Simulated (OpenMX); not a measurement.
Crystal: BiS.

```
CELL_PARAMETERS angstrom
2.10927 1.21779 3.50049
-2.10927 1.21779 3.50049
0.00000 -2.43558 3.50049
ATOMIC_POSITIONS crystal
Bi 0.00000 0.00000 0.00000
S 0.50000 0.50000 0.50000
```

The cell was built by a generator and needn't be a form met in nature.

Base run:

* Program: OpenMX 3.8.5
* Functional: PBE
* Dispersion: D3
* Potentials or basis: OpenMX 2013 PBE set, Bi8.0-s3p2d2f1, S7.0-s2p2d1f1, grid cutoff 500 Ry
* k mesh: 7 × 7 × 7
* Occupations: fermi-dirac, width 0.05 eV
* Spin: no spin polarisation

Its results: band gap on the k mesh none (metal or under the smearing width); pressure -1.4 GPa.

Q: After a change of settings the same cell gave: band gap on the k mesh none (metal or under the smearing width); pressure -0.5 GPa. Which change was it?
A. dispersion from D3 to D3(BJ)
B. dispersion from D3 to D4
C. dispersion from D3 to none

A: C.

Dispersion adds attraction, which lowers the pressure at fixed volume and, as a term added to the energy, leaves the levels alone.

Caveats: spin-orbit coupling is left out, which moves the levels of the heavy elements; the basis of atomic orbitals isn't converged, which shifts pressures, moduli and gaps; pairwise dispersion overbinds metals, which lowers pressure and volume (some runs).

Not every run made on this cell is shown here.
